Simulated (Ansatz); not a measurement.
# CN4O2: the cost of one run

Program: Ansatz 0.2.0. Level of theory: the levels named in each step. These are calculated values, not measurements.

## 1. Starting point

Bond lengths: N1–N2 1.097 Å, N3–N4 1.097 Å, O5–C6 1.144 Å, C6–O7 1.144 Å. Angles: O5–C6–O7 179.3°.

Coordinates:

```xyz
7

N    -0.0019    0.3402    2.0483
N     0.2518    0.0322    3.0706
N     0.2176   -1.6410   -1.2534
N     0.5513   -2.6707   -1.4340
O     0.8063    1.4265   -0.7917
C    -0.3231    1.2439   -0.7801
O    -1.4541    1.0741   -0.7752
```

## 2. A rough first relaxation, PBE-D4/def2-SVP

This run stands in another session on the same molecule. It ended at:

```xyz
7

N    -0.0853    0.0916    1.8988
N     0.4806   -0.4348    2.6977
N     0.1158   -1.6344   -0.9931
N     0.7183   -2.5512   -0.8143
O     0.7779    1.4902   -0.8401
C    -0.3942    1.4416   -0.8997
O    -1.5652    1.4022   -0.9647
```

## 3. Relaxation, r2SCAN-D4/def2-TZVPP

The input, input.yaml:

```yaml
crystal:
  periodic: [false, false, false]
  atoms:
    - { symbol: "N", position_ang: [-0.08527263, 0.09155208, 1.8988077] }
    - { symbol: "N", position_ang: [0.48057146, -0.43481159, 2.69768936] }
    - { symbol: "N", position_ang: [0.11583201, -1.63437936, -0.9931195] }
    - { symbol: "N", position_ang: [0.71827937, -2.55117206, -0.81432457] }
    - { symbol: O, position_ang: [0.77793743, 1.49020379, -0.84005695] }
    - { symbol: C, position_ang: [-0.39423324, 1.44155838, -0.89971251] }
    - { symbol: O, position_ang: [-1.5651844, 1.40223876, -0.96469352] }
basis:
  gaussian: { orbitals: def2-TZVPP }
hamiltonian:
  xc: r2scan
  dispersion: d4
relax:
  f_tol: 0.002
  max_steps: 150
```

Command:

```bash
$ ansatz run input.yaml --threads 4 --pin off --max-ram 10240MiB --backend cpu --events-out ev --progress --plain --runs-dir out
```

Q: Estimate wall time and peak memory on 4 threads of Intel Xeon at 2.50GHz (Skylake/Cascade Lake), shared host.

About 2 min, with a peak of 0.46 GiB.
